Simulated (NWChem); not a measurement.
# IF (iodine monofluoride) at TPSSh/def2-SVP (core potential)

Aim: the electronic atomisation energy of IF (iodine monofluoride) at TPSSh/def2-SVP (core potential), from 3 runs. 

Program for the calculation: NWChem 7.3.0.

4 further runs of the same task are left out: 4 set aside as unsound or not needed.

## 1. The molecule

IF: 2 atoms, total charge 0, spin state singlet. As SMILES, `FI`. The bond length is the measured one.

Bond lengths: F1–I2 1.910 Å.

## 2. A single-point energy at TPSSh/def2-SVP (core potential)

Input file sp.nw:

```
start sp
title "FI energy"
memory total 2200 mb

geometry units angstroms noautosym nocenter noautoz
   F      0.000000     0.000000     0.000000
   I      0.000000     0.000000     1.909759
end

basis spherical bse
   * library def2-SVP
end

ecp bse
   I library def2-SVP
end

dft
   xc xctpssh
   grid fine
   convergence energy 1e-08
   maxiter 100
   mulliken
   noprint "final vectors analysis"
end

task dft energy
```

Started as:

```bash
$ nwchem sp.nw > sp.out
```

The log of the run:

```text
[...]
          Wavefunction type:  closed shell.
          No. of atoms     :     2
          No. of electrons :    34
[...]
          Charge           :     0
          Spin multiplicity:     1
[...]
          AO basis - number of functions:    40
[...]
              XC Information
              --------------
                  TPSS hybrid Method XC Functional
                     Hartree-Fock (Exact) Exchange  0.100
                  TPSS metaGGA Exchange Functional  0.900
             TPSS03 metaGGA Correlation Functional  1.000
[...]
 d= 0,ls=0.0,diis     1   -397.2795934543 -4.60D+02  2.85D-02  2.94D-01     1.4
[...]
 d= 0,ls=0.0,diis     8   -397.3171327862 -3.04D-10  3.54D-06  1.64D-08     6.5
         Total DFT energy =     -397.317132786177
      One electron energy =     -781.047094202507
           Coulomb energy =      353.978451569177
    Exchange-Corr. energy =      -32.593990828552
 Nuclear repulsion energy =       62.345500675704
[...]
      Total Density - Mulliken Population Analysis
     ---------------------------------------------
    Atom       Charge   Shell Charges
 -----------   ------   -------------------------------------------------------
    1 F    9     9.37   1.99  1.14  0.84  3.29  2.11  0.00
    2 I   25    24.63   0.22  1.83  1.38  0.54  3.10  2.94  2.50  2.02  9.80  0.29
[...]
```

It took 7.2 s on 1 thread of Intel Xeon Platinum 8488C (Sapphire Rapids), shared host; peak memory 0.11 GiB.

## 3. The F atom at the same level

Input file sp.nw:

```
start sp
memory 2200 mb
geometry noautosym nocenter noautoz
F      0.000000     0.000000     0.000000
end
basis spherical bse
* library def2-SVP
end
dft
xc xctpssh
mult 2
grid fine
convergence energy 1e-08
iterations 100
mulliken
print low
end
task dft
```

Run the same way, it converges to -99.63798 Eh (log not shown).

## 4. The I atom at the same level

Input file struct.nw:

```
start struct
memory total 2200 mb
charge 0
geometry units angstroms noautosym nocenter noautoz
  I      0.000000     0.000000     0.000000
end
basis spherical bse
  * library def2-SVP
end
ecp bse
  I library def2-SVP
end
dft
  xc xctpssh
  mult 2
  grid fine
  convergence energy 1e-08
  maxiter 100
  mulliken
  print low
end
task dft energy
```

Started as:

```bash
$ nwchem struct.nw > struct.out
```

The log of the run:

```text
[...]
 d= 0,ls=0.0,diis     1   -297.5735033297 -2.98D+02  8.53D-03  1.66D-02     0.9
[...]
 d= 0,ls=0.0,diis     6   -297.5797287780 -1.67D-09  2.64D-07  4.94D-12     3.9
[...]
         Total DFT energy =     -297.579728778043
      One electron energy =     -517.570865048788
           Coulomb energy =      242.097319516443
    Exchange-Corr. energy =      -22.106183245698
 Nuclear repulsion energy =        0.000000000000
[...]
      Total Density - Mulliken Population Analysis
     ---------------------------------------------
    Atom       Charge   Shell Charges
 -----------   ------   -------------------------------------------------------
    1 I   25    25.00   0.22  1.83  1.36  0.59  3.11  2.94  2.51  2.43  9.79  0.21
     --------------------------------------------
      Spin Density - Mulliken Population Analysis
     --------------------------------------------
    Atom       Charge   Shell Charges
 -----------   ------   -------------------------------------------------------
    1 I   25     1.00  -0.00 -0.00 -0.00  0.00  0.04 -0.03  0.54  0.45 -0.01  0.01
[...]
      <S2> =      0.7516 (Exact =     0.7500)
[...]
```

It took 4.8 s on 1 thread of Intel Xeon Platinum 8488C (Sapphire Rapids), shared host; peak memory 0.11 GiB.

## 5. What came out

Level: TPSSh/def2-SVP (core potential).

| quantity | value |
| --- | --- |
| molecule: total energy | -397.31713 Eh |
| molecule: dipole moment | 2.03 D |
| F atom: total energy | -99.63798 Eh |
| F atom: ⟨S²⟩ | 0.751 |
| I atom: total energy | -297.57973 Eh |
| I atom: ⟨S²⟩ | 0.752 |
| electronic atomisation energy | 2.706 eV |

**Reading.** Taking the molecule apart into free atoms costs 2.71 eV (261 kJ/mol), before zero-point energy and without spin-orbit coupling.
